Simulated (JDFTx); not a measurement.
Set up this calculation in JDFTx 1.7.0 (patched build), as the native input.

* Task: solvation
* Functional: PBEsol
* Potentials or basis: PseudoDojo-SR-PBEsol-0.4.1-standard with smoothed tails
* Cutoff: 789 eV
* Density cutoff: 3157 eV
* k mesh: 1 × 1 × 1
* Occupations: fixed
* Spin: no spin polarisation
* Check on overlapping cores: none
* Liquid model: LinearPCM
* Variant of the liquid model: GLSSA13
* Solvent: EthyleneGlycol
* Local potential set to -Z/r beyond: 6 bohr
* Bands: 13
* Density cutoff over wavefunction cutoff: 4
* Max SCF steps: 100
* SCF threshold on the energy: 1e-06 Ha
* Solver of the electrons: minimize
* Further solve for the empty bands: no
* Start: saved state of an earlier run

Molecule: ClBr (bromine chloride), in a box.

```
Cl Br
1.0
     9.00000    0.00000    0.00000
     0.00000    9.00000    0.00000
     0.00000    0.00000   12.00000
Cl Br
1 1
Cartesian
  4.5130 4.5210 4.9660
  4.5130 4.5210 7.1020
```

The input as run:

fluid.in

```
include BrCl.lattice
coords-type Lattice
include BrCl.ionpos

ion-species pseudo/Cl.upf
ion-species pseudo/Br.upf
elec-cutoff 29
elec-ex-corr gga-PBEsol
kpoint-folding 1 1 1
elec-n-bands 13
electronic-minimize nIterations 100 energyDiffThreshold 1e-06
fluid LinearPCM
pcm-variant GLSSA13
fluid-solvent EthyleneGlycol
fluid-minimize nIterations 200 knormThreshold 1e-10
initial-state vacuum.$VAR
core-overlap-check none
forces-output-coords Cartesian

dump-name fluid.$VAR
dump End Ecomponents EigStats BandEigs Kpoints Forces ElecDensity Dtot KEdensity
```

BrCl.lattice

```
lattice \
   17.0075351216     0.0000000000     0.0000000000 \
    0.0000000000    17.0075351216     0.0000000000 \
    0.0000000000     0.0000000000    22.6767134955
```

BrCl.ionpos

```
ion Cl     0.5014444400     0.5023333300     0.4138306200 1
ion Br     0.5014444400     0.5023333300     0.5918360400 1
```

Potentials or basis: PseudoDojo-SR-PBEsol-0.4.1-standard with smoothed tails.

Run with:

```bash
$ jdftx -c 1 -i fluid.in -o fluid.out
```

Results of the run:

The largest force is 0.143 eV/Å and the solvation energy is 0.002 eV.

Caveat: forces may be off by hundredths of an eV/Å; forces in the liquid are good to some per cent; solvation energies in this solvent often miss measured ones by over 0.05 eV; the liquid is a continuum model, checked here against plausible ranges alone.

Run time: 24 s on 1 thread of Arm Neoverse V1 (shared host), peak memory 0.38 GiB.
